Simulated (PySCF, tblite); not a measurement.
# C₃H₄BCl₂Si radical: geometry, infrared bands and EPR parameters

Aim: predict the infrared bands and EPR parameters of C₃H₄BCl₂Si radical (`[C]#C[SiH2]CB(Cl)Cl`).

Computed with tblite 0.8.0 and PySCF 2.14.0, with density-fitted response routines of our own, on a single molecule in the gas phase. Atoms count from 0, in the outputs and in this text.

## (1) Starting geometry

11 atoms, charge 0, multiplicity 2; geometry from: force field or distance geometry start.

Bonds of the start (Å): C0–C1 1.21, C1–Si2 1.83, Si2–C3 1.84, C3–B4 1.59, B4–Cl5 1.84, B4–Cl6 1.85, Si2–H7 1.46, Si2–H8 1.48, C3–H9 1.11, C3–H10 1.12.

## (2) Optimising the geometry with GFN2-xTB

Job settings and geometry (Å):

```
{"job": {"kind": "relax", "xc": "GFN2-xTB", "basis": "xTB"}, "charge": 0, "multiplicity": 2}
C     -0.927900     2.722400     0.383900
C     -1.046300     1.554000     0.075300
Si    -1.210200    -0.206600    -0.381400
C      0.377700    -1.048500     0.030200
B      1.477700     0.071700     0.284700
Cl     2.487600     0.746300    -1.097800
Cl     1.619500     0.719200     2.007200
H     -2.315100    -0.786900     0.382300
H     -1.437700    -0.349000    -1.839500
H      0.311700    -1.685500     0.937000
H      0.668400    -1.734400    -0.807700
```

On the command line:

```bash
$ OMP_NUM_THREADS=1 python probes_run.py task.json out
```

This one command runs all jobs of the session in turn.

**Question.** This job is followed by: GFN2-xTB harmonic vibrations, gas phase; UKS B3LYP, pcH-1 on B C Cl H Si, non-relativistic, mean-field spin-orbit, GIAO. What will the session give for the following? strongest single infrared mode (GFN2-xTB); zero-point energy (GFN2-xTB); g(iso) (B3LYP); ⟨S²⟩; largest a(iso) (averaged by class); potential on the surface of density 0.002 e/bohr³, 1st and 99th percentile.

The runs gave:

| quantity | value |
| --- | --- |
| strongest single infrared mode (GFN2-xTB) | 2234 cm⁻¹, 303 km/mol |
| zero-point energy (GFN2-xTB) | 35.3 kcal/mol |
| g(iso) (B3LYP) | 2.00216 |
| ⟨S²⟩ | 0.771 (exact 0.75) |
| largest a(iso) (averaged by class) | 13C on C0, 933.7 MHz |
| potential on the surface of density 0.002 e/bohr³, 1st and 99th percentile | -0.55 V and 1.49 V |

What this shows: Relaxing lowered the energy by 0.480 eV in 117 steps; the close pair that moved most is B4–Cl6, from 1.846 to 1.720 Å. No mode is imaginary among the 27: a minimum at this level. The strongest single mode, at 2234 cm⁻¹, moves mainly H7. GFN2-xTB is a fitted tight-binding method: band positions and strengths are rough. Its intensities can rank the bands wrongly. Most of the unpaired spin sits on C0 (1.14 e). The isotropic g lies 0.2 ppt below the free-electron value. The conformer search found further structures of the same energy, which may be mirror or relabelled copies of this one.
